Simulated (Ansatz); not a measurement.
**CH₅BO₂S₂: small, medium and large basis sets**

How large a basis does CH₅BO₂S₂ need? Two functionals are run in growing sets.

The runs use Ansatz 0.2.0, Gaussian basis; one geometry, several basis sets.

Levels to be run: PBE0-D4/def2-SVP; ωB97M-V/def2-SVP; PBE0-D4/def2-QZVPP; ωB97M-V/def2-QZVPP; the functionals' def2-TZVPP values are taken from earlier runs.

**1. The geometry**

All runs share one geometry, relaxed beforehand with PBE0-D4 in a triple-zeta def2 set.

SMILES `CSSB(O)O`, 11 atoms, charge 0, spin multiplicity 1.

Atoms are counted from 1 here; the program's logs count them from 0.

Bond lengths: C1–S2 1.803 Å, C1–H7 1.092 Å, C1–H8 1.089 Å, C1–H9 1.089 Å, S2–S3 2.052 Å, S3–B4 1.847 Å, B4–O5 1.352 Å, B4–O6 1.356 Å, O5–H10 0.971 Å, O6–H11 0.962 Å. Angles: S2–C1–H7 106.1°, S2–C1–H8 110.4°, S2–C1–H9 111.1°, H7–C1–H8 109.3°, H7–C1–H9 109.5°, H8–C1–H9 110.3°, C1–S2–S3 102.3°, S2–S3–B4 100.5°, S3–B4–O5 122.5°, S3–B4–O6 115.4°, O5–B4–O6 122.1°, B4–O5–H10 110.4°, B4–O6–H11 112.2°.

As a file:

```mol
CH5BO2S2
  3D, bonds by distance, orders not assigned

 11 10  0  0  0  0  0  0  0  0999 V2000
    0.2194   -1.0661    1.8351 C   0  0
    1.4876   -0.4987    0.6857 S   0  0
    0.6588   -0.9526   -1.1360 S   0  0
   -0.2240    0.6276   -1.5057 B   0  0
   -0.1620    1.7029   -0.6878 O   0  0
   -0.9374    0.6386   -2.6586 O   0  0
    0.6097   -0.8740    2.8372 H   0  0
    0.0477   -2.1347    1.7137 H   0  0
   -0.7104   -0.5156    1.6949 H   0  0
    0.4296    1.5253    0.0613 H   0  0
   -1.3535    1.4904   -2.8193 H   0  0
  1  2  8  0
  2  3  8  0
  3  4  8  0
  4  5  8  0
  4  6  8  0
  1  7  8  0
  1  8  8  0
  1  9  8  0
  5 10  8  0
  6 11  8  0
M  END
```

**2. PBE0-D4 in def2-SVP**

Input file in.yaml:

```yaml
crystal:
  periodic: [false, false, false]
  atoms:
    - {symbol: C, position_ang: [0.219358, -1.066066, 1.835112]}
    - {symbol: S, position_ang: [1.487568, -0.498729, 0.685707]}
    - {symbol: S, position_ang: [0.658822, -0.952563, -1.136027]}
    - {symbol: B, position_ang: [-0.223988, 0.627574, -1.505742]}
    - {symbol: O, position_ang: [-0.162032, 1.702892, -0.687799]}
    - {symbol: O, position_ang: [-0.937382, 0.638567, -2.658575]}
    - {symbol: H, position_ang: [0.609669, -0.873985, 2.837204]}
    - {symbol: H, position_ang: [0.047695, -2.134665, 1.713683]}
    - {symbol: H, position_ang: [-0.710352, -0.515625, 1.694945]}
    - {symbol: H, position_ang: [0.429586, 1.525284, 0.061290]}
    - {symbol: H, position_ang: [-1.353546, 1.490415, -2.819298]}
basis:
  gaussian: {orbitals: def2-SVP}
hamiltonian: {xc: pbe0, dispersion: d4}
output: {orbitals: {seedname: orbitals}}
```

Started as:

```bash
$ ansatz run in.yaml --threads 4 --pin off --events-out ev --progress --plain --max-ram 10444MiB
```

Further steps of the session: ωB97M-V in def2-SVP; PBE0-D4 in def2-QZVPP; ωB97M-V in def2-QZVPP.

Before running them: what should the planned runs give, taken together? Wanted: PBE0-D4: double and triple zeta above quadruple; ωB97M-V: double and triple zeta above quadruple.

The runs gave:

| quantity | value |
| --- | --- |
| PBE0-D4: double and triple zeta above quadruple | 15.55, 0.99 eV |
| ωB97M-V: double and triple zeta above quadruple | 15.62, 0.94 eV |

PBE0-D4 gains 14.56 eV from double to triple zeta, then 0.99 eV more. These are total energies; as a rule much of such shifts cancels in differences, which this series doesn't test. The LUMO of ωB97M-V is positive and keeps falling with the basis (1.74 to 1.10 eV): an unbound level that the basis holds in place.
